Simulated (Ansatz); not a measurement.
# F₂H₃O₃Ta: from a rough start to a stationary point

Aim: relax F₂H₃O₃Ta from a cheap starting geometry, check the end point by its vibrations and derive ideal-gas thermochemistry, and look at its orbitals and charge.

The runs use Ansatz 0.2.0, Gaussian basis; RKS PBE0-D4/def2-TZVP.

The runs, in order: relaxation at PBE-D4/def2-SVP; relaxation at PBE0-D4/def2-TZVP; harmonic vibrations at the same level; a single point in def2-TZVPP for the fields.

## (1) The system as given

9 atoms, charge 0, spin multiplicity 1.

Atoms are counted from 1 here; the program's logs count them from 0.

Bond lengths: O1–Ta2 2.243 Å, O1–H7 0.980 Å, Ta2–O3 2.379 Å, Ta2–O4 2.061 Å, Ta2–F5 2.369 Å, Ta2–F6 2.059 Å, O3–H8 0.970 Å, O4–H9 0.998 Å. Angles: Ta2–O1–H7 105.2°, O1–Ta2–O3 99.8°, O1–Ta2–O4 101.9°, O1–Ta2–F5 151.6°, O1–Ta2–F6 164.1°, O3–Ta2–O4 157.9°, O3–Ta2–F5 71.5°, O3–Ta2–F6 86.0°, O4–Ta2–F5 87.3°, O4–Ta2–F6 74.1°, F5–Ta2–F6 44.3°, Ta2–O3–H8 101.5°, Ta2–O4–H9 111.4°.

The start is a force-field geometry with small random shifts, so a cheaper pass at PBE-D4/def2-SVP comes first. Ta takes the def2 core potential; no spin-orbit term is included.

## (2) Optimising with PBE-D4/def2-SVP (cheap first pass)

in.yaml

```yaml
crystal:
  periodic: [false, false, false]
  atoms:
    - {symbol: O, position_ang: [0.446700, -2.242800, 0.381700]}
    - {symbol: Ta, position_ang: [0.077400, -0.030800, 0.379300]}
    - {symbol: O, position_ang: [2.101600, 0.716900, -0.621700]}
    - {symbol: O, position_ang: [-1.848000, 0.080100, 1.107300]}
    - {symbol: F, position_ang: [-0.348000, 2.009900, -0.746200]}
    - {symbol: F, position_ang: [-0.202000, 1.930400, 0.940800]}
    - {symbol: H, position_ang: [0.162400, -2.551300, -0.503500]}
    - {symbol: H, position_ang: [2.218100, 0.065000, -1.331000]}
    - {symbol: H, position_ang: [-2.519800, -0.023700, 0.376100]}
basis:
  gaussian: {orbitals: def2-SVP}
hamiltonian: {xc: pbe, dispersion: d4}
relax: {f_tol: 0.03, max_steps: 200}
```

On the command line:

```bash
ansatz run in.yaml --threads 4 --pin off --events-out ev --progress --plain --max-ram 11315MiB
```

Standard output, cut to the lines that bear on the results:

```text
Functional definition: PBE
  name "PBE"
  cite "Perdew, Burke & Ernzerhof, Phys. Rev. Lett. 77, 3865 (1996) doi:10.1103/PhysRevLett.77.3865"
  parent pbe
[...]
1203 factors; their error is unknown
[...]
mean field -13153.95114952 eV, -483.3987886765 hartree, gradient 1.5e-5 eV, S^2 0.000000; 3 other end points of the search recorded, 0 dependent functions left out
[...]
reference -13153.95121558 eV, -483.3987911043 hartree; 29, 29 occupied and 88, 88 virtual orbitals, 1203 factors
relax step   1: F+E_penalty+E_count = -13154.10358853 eV  Δ(F+E_penalty+E_count) = +0.000e0 eV  max|allowed force component| = 4.983e0 eV/Å  Δτ_max = 0.0000 Å  (200 SCF iters, accepted)
[...]
relax step   5: F+E_penalty+E_count = -13163.16553732 eV  Δ(F+E_penalty+E_count) = -1.034e0 eV  max|allowed force component| = 1.083e0 eV/Å  Δτ_max = 0.1949 Å  (36 SCF iters, accepted)
[...]
relax step   9: F+E_penalty+E_count = -13164.07657102 eV  Δ(F+E_penalty+E_count) = -4.702e-2 eV  max|allowed force component| = 1.296e0 eV/Å  Δτ_max = 0.1949 Å  (36 SCF iters, accepted)
[...]
relax step  13: F+E_penalty+E_count = -13164.21988544 eV  Δ(F+E_penalty+E_count) = -1.059e-2 eV  max|allowed force component| = 4.838e-1 eV/Å  Δτ_max = 0.0979 Å  (36 SCF iters, accepted)
[...]
relax step  15: F+E_penalty+E_count = -13164.23455068 eV  Δ(F+E_penalty+E_count) = -3.036e-3 eV  max|allowed force component| = 4.082e-2 eV/Å  Δτ_max = 0.0773 Å  (32 SCF iters, accepted)
[...]
relax step  16: F+E_penalty+E_count = -13164.23495135 eV  Δ(F+E_penalty+E_count) = -4.007e-4 eV  max|allowed force component| = 2.445e-2 eV/Å  Δτ_max = 0.0182 Å  (30 SCF iters, accepted)
1203 factors; their error is unknown
[...]
mean field -13164.08080770 eV, -483.7710467487 hartree, gradient 2.0e-5 eV, S^2 0.000000; 1 other end points of the search recorded, 0 dependent functions left out
[...]
reference -13164.08087379 eV, -483.7710491774 hartree; 29, 29 occupied and 88, 88 virtual orbitals, 1203 factors
Total energy: -13164.23501743 eV, -483.7767138517 hartree
Atom 0 at     0.436737    -1.727397     0.162777 Å, force     0.004822     0.000520    -0.003444 eV/Å
Atom 1 at     0.136644     0.158633     0.139397 Å, force     0.024455    -0.011844     0.021598 eV/Å
Atom 2 at     1.844117     0.586799    -0.611824 Å, force    -0.003261     0.002295    -0.003832 eV/Å
Atom 3 at    -1.723191     0.017203     0.632166 Å, force    -0.009463     0.005134    -0.005927 eV/Å
Atom 4 at    -0.568861     0.957046    -1.458445 Å, force    -0.003487     0.003519    -0.009228 eV/Å
Atom 5 at     0.554482     0.996690     1.783964 Å, force    -0.000605    -0.000220     0.001684 eV/Å
Atom 6 at    -0.274041    -2.334542     0.440703 Å, force    -0.002338    -0.009723     0.004288 eV/Å
Atom 7 at     2.264782     1.019228    -1.371188 Å, force    -0.002607     0.004610    -0.003736 eV/Å
Atom 8 at    -2.582271     0.280040     0.265251 Å, force    -0.007515     0.005710    -0.001403 eV/Å
Dipole moment:    -0.284928    -0.171730    -0.239034 e Å
```

Wall time 24 s (4 threads of Arm Neoverse V2, shared host).

The steps of the relaxation: (the energy doesn't fall at every step)

```
step  energy from step 1 (eV)  largest force component (eV/Å)
   1                   0.0000                          4.9832
   2                  -3.2145                          4.2328
   3                  -6.2407                          4.5549
   4                  -8.0279                          2.1188
   5                  -9.0619                          1.0830
   6                  -9.5339                          0.7032
   7                  -9.8025                          0.5152
   8                  -9.9260                          0.2826
   9                  -9.9730                          1.2956
  10                 -10.0681                          0.3481
  11                 -10.1057                          0.4883
  12                 -10.0855                          1.2149
  13                 -10.1163                          0.4838
  14                 -10.1279                          0.1071
  15                 -10.1310                          0.0408
  16                 -10.1314                          0.0245
```

Close pairs (by a distance rule), those that changed most:

```
  bond  before (Å)  after (Å)  change (Å)
Ta2–O3       2.379      1.914      -0.465
Ta2–F5       2.369      1.920      -0.449
O1–Ta2       2.243      1.910      -0.333
Ta2–F6       2.059      1.892      -0.167
Ta2–O4       2.061      1.929      -0.132
Ta2–H7       2.672      2.545      -0.127
 O4–H9       0.998      0.970      -0.028
 O1–H7       0.980      0.975      -0.004
```

## (3) Geometry optimisation, PBE0-D4/def2-TZVP

in.yaml

```yaml
crystal:
  periodic: [false, false, false]
  atoms:
    - {symbol: O, position_ang: [0.436737, -1.727397, 0.162777]}
    - {symbol: Ta, position_ang: [0.136644, 0.158633, 0.139397]}
    - {symbol: O, position_ang: [1.844117, 0.586799, -0.611824]}
    - {symbol: O, position_ang: [-1.723191, 0.017203, 0.632166]}
    - {symbol: F, position_ang: [-0.568861, 0.957046, -1.458445]}
    - {symbol: F, position_ang: [0.554482, 0.996690, 1.783964]}
    - {symbol: H, position_ang: [-0.274041, -2.334542, 0.440703]}
    - {symbol: H, position_ang: [2.264782, 1.019228, -1.371188]}
    - {symbol: H, position_ang: [-2.582271, 0.280040, 0.265251]}
basis:
  gaussian: {orbitals: def2-TZVP}
hamiltonian: {xc: pbe0, dispersion: d4}
relax: {f_tol: 0.005, max_steps: 150}
```

Same command.

Standard output, cut to the lines that bear on the results:

```text
Functional definition: PBE0
  name "PBE0"
  cite "Adamo & Barone, J. Chem. Phys. 110, 6158 (1999) doi:10.1063/1.478522"
  cite "Perdew, Burke & Ernzerhof, Phys. Rev. Lett. 77, 3865 (1996) doi:10.1103/PhysRevLett.77.3865"
  parent pbe
[...]
1305 factors; their error is unknown
[...]
mean field -13176.87793972 eV, -484.2413326762 hartree, gradient 4.3e-5 eV, S^2 0.000000; 0 other end points of the search recorded, 0 dependent functions left out
[...]
reference -13176.87797135 eV, -484.2413338384 hartree; 29, 29 occupied and 184, 184 virtual orbitals, 1305 factors
relax step   1: F+E_penalty+E_count = -13177.00903212 eV  Δ(F+E_penalty+E_count) = +0.000e0 eV  max|allowed force component| = 7.229e-1 eV/Å  Δτ_max = 0.0000 Å  (32 SCF iters, accepted)
[...]
Total energy: -13177.06114811 eV, -484.2480654601 hartree
Atom 0 at     0.432340    -1.711180     0.173091 Å, force     0.001698    -0.001115    -0.001242 eV/Å
Atom 1 at     0.137061     0.152883     0.149068 Å, force     0.000051     0.002606    -0.001400 eV/Å
Atom 2 at     1.825918     0.602237    -0.589338 Å, force    -0.001567    -0.000156     0.002307 eV/Å
Atom 3 at    -1.708203     0.051866     0.637638 Å, force    -0.000071     0.000799     0.000839 eV/Å
Atom 4 at    -0.557403     0.907080    -1.457934 Å, force     0.001025    -0.001570     0.001940 eV/Å
Atom 5 at     0.561314     0.947923     1.789029 Å, force    -0.000582    -0.000358    -0.000026 eV/Å
Atom 6 at    -0.253476    -2.330942     0.433855 Å, force    -0.001125    -0.000783     0.000449 eV/Å
Atom 7 at     2.178507     1.021499    -1.372212 Å, force     0.001779     0.000628    -0.002686 eV/Å
Atom 8 at    -2.527660     0.312333     0.219604 Å, force    -0.001206    -0.000051    -0.000181 eV/Å
Dipole moment:    -0.283703    -0.180479    -0.245098 e Å
```

Run time: 42 s. Hardware: 4 threads of Arm Neoverse V2, shared host; peak memory 0.57 GiB.

Step by step:

```
step  energy from step 1 (eV)  largest force component (eV/Å)
   1                   0.0000                          0.7229
   2                  -0.0482                          0.3772
   3                  -0.0511                          0.0294
   4                  -0.0513                          0.0208
   5                  -0.0515                          0.0282
   6                  -0.0517                          0.0302
   7                  -0.0519                          0.0137
   8                  -0.0520                          0.0206
   9                  -0.0520                          0.0184
  10                  -0.0521                          0.0133
  11                  -0.0521                          0.0061
  12                  -0.0521                          0.0027
```

Close pairs (by a distance rule), those that changed most:

```
  bond  before (Å)  after (Å)  change (Å)
O1–Ta2       1.910      1.887      -0.022
Ta2–F6       1.892      1.871      -0.021
Ta2–O4       1.929      1.912      -0.018
Ta2–O3       1.914      1.897      -0.017
 O1–H7       0.975      0.960      -0.015
 O4–H9       0.970      0.956      -0.014
 O3–H8       0.970      0.956      -0.014
Ta2–F5       1.920      1.906      -0.014
```

Mulliken charges at the end point, from the run's report:

```
atom  value (e)
  O1      -0.60
 Ta2       1.59
  O3      -0.61
  O4      -0.63
  F5      -0.42
  F6      -0.37
  H7       0.35
  H8       0.34
  H9       0.34
```

## (4) Vibrations by finite differences

in.yaml

```yaml
crystal:
  periodic: [false, false, false]
  atoms:
    - {symbol: O, position_ang: [0.432340, -1.711180, 0.173091]}
    - {symbol: Ta, position_ang: [0.137061, 0.152883, 0.149068]}
    - {symbol: O, position_ang: [1.825918, 0.602237, -0.589338]}
    - {symbol: O, position_ang: [-1.708203, 0.051866, 0.637638]}
    - {symbol: F, position_ang: [-0.557403, 0.907080, -1.457934]}
    - {symbol: F, position_ang: [0.561314, 0.947923, 1.789029]}
    - {symbol: H, position_ang: [-0.253476, -2.330942, 0.433855]}
    - {symbol: H, position_ang: [2.178507, 1.021499, -1.372212]}
    - {symbol: H, position_ang: [-2.527660, 0.312333, 0.219604]}
basis:
  gaussian: {orbitals: def2-TZVP}
hamiltonian: {xc: pbe0, dispersion: d4}
phonons: {temperatures: {t_min: 298.15, t_max: 900, t_step: 200}}
```

The command is unchanged.

Standard output, cut to the lines that bear on the results:

```text
Functional definition: PBE0
  name "PBE0"
  cite "Adamo & Barone, J. Chem. Phys. 110, 6158 (1999) doi:10.1063/1.478522"
  cite "Perdew, Burke & Ernzerhof, Phys. Rev. Lett. 77, 3865 (1996) doi:10.1103/PhysRevLett.77.3865"
  parent pbe
[...]
1305 factors; their error is unknown
[...]
mean field -13176.92844177 eV, -484.2431885920 hartree, gradient 1.6e-5 eV, S^2 0.000000; 0 other end points of the search recorded, 0 dependent functions left out
[...]
reference -13176.92847331 eV, -484.2431897514 hartree; 29, 29 occupied and 184, 184 virtual orbitals, 1305 factors
[...]
1305 factors; their error is unknown
mean field -13176.92836834 eV, -484.2431858937 hartree, gradient 1.9e-6 eV, S^2 0.000000; 0 other end points of the search recorded, 0 dependent functions left out
[...]
reference -13176.92839989 eV, -484.2431870531 hartree; 29, 29 occupied and 184, 184 virtual orbitals, 1305 factors
[...]
Atom 1 at     0.137061     0.152883     0.149068 Å, force     0.000203     0.001700    -0.000880 eV/Å
Atom 2 at     1.825918     0.602237    -0.589338 Å, force    -0.001610    -0.000108     0.002288 eV/Å
Atom 3 at    -1.708203     0.051866     0.637638 Å, force    -0.000018     0.000890     0.000790 eV/Å
Atom 4 at    -0.557403     0.907080    -1.457934 Å, force     0.001067    -0.001230     0.002078 eV/Å
Atom 5 at     0.561314     0.947923     1.789029 Å, force    -0.000742     0.000245    -0.000342 eV/Å
Atom 6 at    -0.253476    -2.330942     0.433855 Å, force    -0.001104    -0.000819     0.000423 eV/Å
Atom 7 at     2.178507     1.021499    -1.372212 Å, force     0.001769     0.000646    -0.002680 eV/Å
Atom 8 at    -2.527660     0.312333     0.219604 Å, force    -0.001214    -0.000041    -0.000172 eV/Å
Dipole moment:    -0.283705    -0.180482    -0.245093 e Å
Vibrations: 45.47 142.17 187.23 200.58 224.94 247.54 286.61 368.66 385.76 421.22 496.15 530.42 604.97 607.73 676.49 689.44 731.48 757.92 3899.17 3955.07 3963.59 cm⁻¹, zero-point energy 1.204048 eV
```

It took 2.6 min on 4 threads of Arm Neoverse V2, shared host; peak memory 0.56 GiB.

Motions are named by where the mode's potential energy lies. The modes, unscaled (a negative number is an imaginary wavenumber):

```
mode  cm⁻¹             motion
   1    45  bend with torsion
   2   142  bend with torsion
   3   187  torsion with bend
   4   201  bend with torsion
   5   225  bend with torsion
   6   248               bend
   7   287               bend
   8   369            torsion
   9   386            torsion
  10   421            torsion
  11   496               bend
  12   530               bend
  13   605       Ta–F stretch
  14   608               bend
  15   676       Ta–F stretch
  16   689       Ta–O stretch
  17   731       Ta–O stretch
  18   758       Ta–O stretch
  19  3899        O–H stretch
  20  3955        O–H stretch
  21  3964        O–H stretch
```

From these modes and the moments of inertia (298.15 K, 1 bar, symmetry number 1):

```
                term            value
   zero-point energy    27.8 kcal/mol
          H(298) − E    34.0 kcal/mol
entropy, translation  178.7 J/(mol K)
   entropy, rotation  115.7 J/(mol K)
  entropy, vibration   98.8 J/(mol K)
      entropy, total  393.2 J/(mol K)
```

## (5) A single point for the fields

in.yaml, as its differences from that of step 4:

```diff
@@ -13,4 +13,4 @@
 basis:
-  gaussian: {orbitals: def2-TZVP}
+  gaussian: {orbitals: def2-TZVPP}
 hamiltonian: {xc: pbe0, dispersion: d4}
-phonons: {temperatures: {t_min: 298.15, t_max: 900, t_step: 200}}
+output: {orbitals: {seedname: orbitals}}
```

Launched as before.

Standard output:

```text
Functional definition: PBE0
  name "PBE0"
  cite "Adamo & Barone, J. Chem. Phys. 110, 6158 (1999) doi:10.1063/1.478522"
  cite "Perdew, Burke & Ernzerhof, Phys. Rev. Lett. 77, 3865 (1996) doi:10.1103/PhysRevLett.77.3865"
  parent pbe
  parameter a = 0.25
  parameter kappa = 0.804
  parameter beta = 0.06672455060314922
  exchange = (1 - a)*pbe_x(kappa = kappa, mu = beta*pi^2/3) + a*exact_x
  correlation = pbe_c(beta = beta)
1350 factors; their error is unknown
mean field evaluation 1: about -13159.7573 eV, gradient 1.1e2 eV
mean field evaluation 2: about -13073.8595 eV, gradient 2.5e2 eV
mean field evaluation 4: about -13177.0519 eV, gradient 1.1e1 eV
mean field evaluation 8: about -13177.2330 eV, gradient 2.8e-1 eV
mean field evaluation 16: about -13177.2765 eV, gradient 1.2e-4 eV
mean field -13177.27652988 eV, -484.2559805941 hartree, gradient 7.6e-5 eV, S^2 0.000000; 0 other end points of the search recorded, 0 dependent functions left out
reference -13177.27656389 eV, -484.2559818439 hartree; 29, 29 occupied and 224, 224 virtual orbitals, 1350 factors
Total energy: -13177.40924807 eV, -484.2608578977 hartree
```

Run time: 3 s. Hardware: 4 threads of Arm Neoverse V2, shared host; peak memory 0.63 GiB.

Orbitals, density, ELF and potential are computed afterwards from the orbital file.

Frontier orbitals at PBE0-D4/def2-TZVPP, with the share of their density that lies nearest to each atom:

```
orbital  energy (eV)                                   lies on
   HOMO        -9.47           O3, O4 about 32 % each; F5 22 %
   LUMO        -1.08  Ta2 59 %; O3, O4 about 10 % each; O1 6 %
```

ELF in a plane through or near 4 of the atoms.

Values, 10 rows by 14 columns:
```
0.00 0.00 0.00 0.00 0.00 0.00 0.00 0.00 0.00 0.00 0.00 0.00 0.00 0.00
0.00 0.00 0.00 0.00 0.00 0.00 0.00 0.00 0.00 0.00 0.00 0.00 0.00 0.00
0.00 0.00 0.00 0.00 0.00 0.02 0.10 0.07 0.00 0.02 0.03 0.00 0.00 0.00
0.00 0.00 0.00 0.04 0.01 0.08 0.58 0.42 0.05 0.76 0.92 0.18 0.00 0.00
0.00 0.00 0.27 0.90 0.66 0.38 0.23 0.33 0.52 0.79 0.63 0.12 0.00 0.00
0.00 0.00 0.15 0.70 0.71 0.76 0.53 0.75 0.15 0.71 0.46 0.07 0.00 0.00
0.00 0.00 0.01 0.17 0.53 0.15 0.35 0.76 0.64 0.05 0.00 0.00 0.00 0.00
0.00 0.00 0.00 0.00 0.01 0.03 0.73 0.69 0.93 0.76 0.02 0.00 0.00 0.00
0.00 0.00 0.00 0.00 0.00 0.01 0.21 0.22 0.14 0.07 0.00 0.00 0.00 0.00
0.00 0.00 0.00 0.00 0.00 0.00 0.00 0.00 0.00 0.00 0.00 0.00 0.00 0.00
```
The map spans 10.6 Å across and 9.3 Å up, centred on the molecule. Atoms in the plane (x, y in Å): O1 (0.2, -1.7), H7 (1.1, -2.0), H8 (-2.7, 0.3), H9 (2.2, 1.3).

log10 of the density (e/Å³) in the same plane.

Ten even steps from '0' (-4.0) to '9' (2.2):
```
0000000000000000000000000000
0000000000000000000000000000
0000000000000000000000000000
0000000000112211100000000000
0000000001223332222221100000
0000001122344443334433210000
0000122333455554455553310000
0001233444455655566664320000
0002345666556665667654320000
0002356677666776666654320000
0002345677666776555543210000
0001344566555665544432210000
0000233444445676654321100000
0000122333345797654321000000
0000001122345677664320000000
0000000001234555543210000000
0000000000123343332100000000
0000000000012222211000000000
0000000000000000000000000000
0000000000000000000000000000
```
The map spans 10.6 Å across and 9.3 Å up, centred on the molecule. Atoms in the plane (x, y in Å): O1 (0.2, -1.7), H7 (1.1, -2.0), H8 (-2.7, 0.3), H9 (2.2, 1.3).

On the surface of density 0.002 e/bohr³ the electrostatic potential runs, from the 1st to the 99th percentile, from -1.04 V near O3 to 2.73 V near H7.

## (6) Summary of results

```
                  quantity            value
               point group               C1
                     steps          16 + 12
shift from the start (rms)          0.876 Å
              total energy   -13177.0611 eV
           dispersion term         -133 meV
             dipole moment           2.00 D
lowest, highest wavenumber    45, 3964 cm⁻¹
         zero-point energy    27.8 kcal/mol
       entropy at 298.15 K  393.2 J/(mol K)
                HOMO, LUMO  -9.47, -1.08 eV
```

The atoms moved 0.88 Å (rms) from the start; the bond that changed most is Ta2–O3, from 2.379 to 1.897 Å. No mode is imaginary: a true minimum at this level. The stiffest mode, 3964 cm⁻¹, is an O–H stretch, and 3 modes under 200 cm⁻¹ make the vibrational entropy uncertain. Harmonic hybrid wavenumbers usually lie a few per cent above measured fundamentals. The largest Mulliken charge, +1.59 e, sits on Ta2. The HOMO lies mostly on O3, O4 about 32 % each; F5 22 % and the LUMO on Ta2 59 %; O3, O4 about 10 % each.
